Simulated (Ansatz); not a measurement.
Consider an atomisation energy of CH6AlBO, SMILES B[O][AlH][CH3] (Ansatz's Python interface).

`run_tae.py`
```python
"""Atomisation energy of CH6AlBO at the given geometry."""

from collections import Counter
import logging
import sys

import ansatz as az

logging.basicConfig(stream=sys.stdout, format="%(levelname)s:%(name)s:%(message)s")
logger = logging.getLogger("ch6albo")
logger.setLevel(logging.INFO)

BASIS_SET = "STO-3G"
XC = "pbe0"


def total_energy(molecule, charge=0, unpaired=0):
    calc = molecule.calculation().basis(gaussian=BASIS_SET).functional(XC).scf(lower_state_search="light")
    if charge:
        calc = calc.charge(charge)
    if unpaired:
        calc = calc.spin("collinear", total=unpaired)
    report = calc.run().report
    if report["published_state_doubts"]:
        print("  doubts:", report["published_state_doubts"])
    return report["free_energy_ev"]

GEOMETRY = """
B    -0.50790    1.97900    0.46100
O     0.34970    1.55310   -0.59430
Al    0.87350   -0.10160   -0.04590
C    -0.06260   -1.71010   -0.54390
H    -1.71440    1.80680    0.34340
H    -0.14540    2.69060    1.34490
H     2.23690   -0.24350    0.88220
H    -1.13320   -1.61090   -0.15870
H     0.34690   -2.60470   -0.06360
H    -0.16040   -1.80980   -1.62210
"""

geometry = az.Crystal.molecule()
for line in GEOMETRY.strip().splitlines():
    symbol, *xyz = line.split()
    geometry = geometry.atom(symbol, [float(v) for v in xyz])

# Hund ground states
unpaired = {"B": 1, "O": 2, "Al": 1, "C": 2, "H": 1}
counts = Counter(site.symbol for site in geometry.cartesian_sites)
atom_energy = {s: total_energy(az.Crystal.molecule().atom(s, (0, 0, 0)), 0, unpaired[s]) for s in counts}
whole = total_energy(geometry, 0, 0)
for s, e in atom_energy.items():
    logger.info(f"{s:2s} x{counts[s]}  {e:14.5f} eV")
logger.info(f"CH6AlBO: {whole:.5f} eV")
split = sum(counts[s] * e for s, e in atom_energy.items()) - whole
logger.info(f"atomisation energy (no zero-point term): {96.485332 * split:.1f} kJ/mol, {split / sum(counts.values()):.3f} eV an atom")
```

What does it cost to take this molecule apart into atoms?

4551.9 kJ/mol from the electronic energies, without the zero-point term.

The output:

Running `python run_tae.py` prints:
```text
INFO:ch6albo:B  x1      -659.49615 eV
INFO:ch6albo:O  x1     -2013.00120 eV
INFO:ch6albo:Al x1     -6509.15899 eV
INFO:ch6albo:C  x1     -1015.07911 eV
INFO:ch6albo:H  x6       -12.69436 eV
INFO:ch6albo:CH6AlBO: -10320.07838 eV
INFO:ch6albo:atomisation energy (no zero-point term): 4551.9 kJ/mol, 4.718 eV an atom
```

These settings explore the input space; basis and method may be short of convergence. The geometry is a force-field or estimated start, not a minimum of this method, and the basis set is short of its limit. All parts are taken at fixed geometry, without zero-point energy. Processor time in the engine: 2.9 s on 1 thread of Intel(R) Xeon(R) Processor @ 2.50GHz (Skylake/Cascade Lake) (shared host), peak memory 0.15 GiB.

(Lines on the test bed's own set-up are left out of the output.)
